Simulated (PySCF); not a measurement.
**NdP: bond curves at several levels of theory**

An exercise on one series of results from a longer session: the logs are not shown, and one member is left open.

Program: PySCF 2.14.0. Level of theory: Nd x2c-SVPall, P x2c-SVPall, spin-free X2C with a Gaussian nucleus. These are calculated values, not measurements.

Set-up of the first run:

A driver script around PySCF takes these settings:

- atoms: Nd, P
- charge: 0
- basis: Nd x2c-SVPall, P x2c-SVPall
- Hamiltonian: spin-free X2C with a Gaussian nucleus
- basis functions: 103
- electrons treated: 75
- masses in u: 141.9077, 30.9738
- levels: PBE0, PBE, r²SCAN, BHandHLYP, PW91, CAM-B3LYP, HF, MP2, SCS-MP2
- grid: 80 radial by 434 angular points
- occupations: held fixed by the projection of orbital angular momentum
- dissociation limit: Nd + P, each in its ground configuration
- starting distance in angstrom: 2.410
- values of 2S to try: 3, 5, 7

The run is started by

```
OMP_NUM_THREADS=2 python dia.py task.json out
```

Steps of the session up to this table: Input; First curve: PBE0; Higher solutions at PBE0; PBE; r²SCAN (meta-GGA); BHandHLYP; PW91 (GGA); CAM-B3LYP (range-separated hybrid); ROHF.

One table of the session follows, with a row left open; its other results are not shown here.

| level | Re (Å) | ωe (cm⁻¹) | De (eV) | μ (D) |
| --- | --- | --- | --- | --- |
| ROHF | 2.344 | 470 | 0.425 | -9.64 |
| PBE | ? | ? | ? | ? |
| PW91 | 2.395 | 351 | 2.83 | -6.23 |
| r²SCAN | 2.367 | 384 | 2.65 | -6.69 |
| BHandHLYP | 2.332 | 437 | 1.70 | -7.58 |

Estimate the missing values for PBE.

**Answer.** Re (Å): 2.394; ωe (cm⁻¹): 352; De (eV): 2.80; μ (D): -6.21. In the column «Re (Å)» it lies between r²SCAN (2.367) and PW91 (2.395).

De is counted to Nd + P in their ground configurations.
